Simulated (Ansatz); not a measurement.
# BF2H4NO: the cost of one run

All numbers below are computed with Ansatz 0.2.0 (RHF/def2-SVP).

**1. Starting point**

Bond lengths: N2–H3 1.060 Å, N2–H4 1.060 Å, B1–F5 1.320 Å, B1–F6 1.320 Å, B1–O7 1.710 Å, O7–H8 1.010 Å, N2–H9 1.135 Å. Angles: H3–N2–H4 120.0°, H3–N2–H9 106.4°, H4–N2–H9 90.3°, F5–B1–F6 120.0°, F5–B1–O7 105.4°, F6–B1–O7 92.8°, B1–O7–H8 109.5°.

Coordinates:

```xyz
9

B     0.0000    0.0000    0.0000
N     0.0000    0.0000    1.9000
H    -0.8770   -0.2713    2.4300
H     0.8770    0.2713    2.4300
F     1.1431    0.0000   -0.6600
F    -1.1431    0.0000   -0.6600
O    -0.2139    1.6086    0.5392
H    -1.1525    1.9139    0.3252
H    -0.1432    1.0772    1.5734
```

**2. Pulling towards end A**

Springs on the bonds that form and break draw the guess towards this end; the thresholds are loose.

input.yaml reads:

```yaml
crystal:
  periodic: [false, false, false]
  atoms:
    - { symbol: B, position_ang: [0.0, 0.0, 0.0] }
    - { symbol: "N", position_ang: [0.0, 0.0, 1.9] }
    - { symbol: H, position_ang: [-0.877, -0.2713, 2.43] }
    - { symbol: H, position_ang: [0.877, 0.2713, 2.43] }
    - { symbol: F, position_ang: [1.1431, 0.0, -0.66] }
    - { symbol: F, position_ang: [-1.1431, 0.0, -0.66] }
    - { symbol: O, position_ang: [-0.2139, 1.6086, 0.5392] }
    - { symbol: H, position_ang: [-1.1525, 1.9139, 0.3252] }
    - { symbol: H, position_ang: [-0.1432, 1.0772, 1.5734] }
basis:
  gaussian: { orbitals: def2-SVP }
hamiltonian:
  xc: hf
relax:
  f_tol: 0.15
  max_steps: 25
  restrain:
    - { distance: [0, 6], at: 2.61, k: 30.0 }
    - { distance: [8, 1], at: 2.26, k: 30.0 }
    - { distance: [0, 1], at: 1.55, k: 30.0 }
    - { distance: [8, 6], at: 1.01, k: 30.0 }
output:
  orbitals: {}
```

The run is started by

```
$ ansatz run input.yaml --threads 1 --pin off --max-ram 2048MiB --backend cpu --events-out ev --progress --plain --runs-dir out
```

What time and memory should one allow on 1 thread of Intel Xeon Platinum 8259CL at 2.50GHz (Skylake/Cascade Lake), shared host?

About 45 s, with a peak of 0.18 GiB.
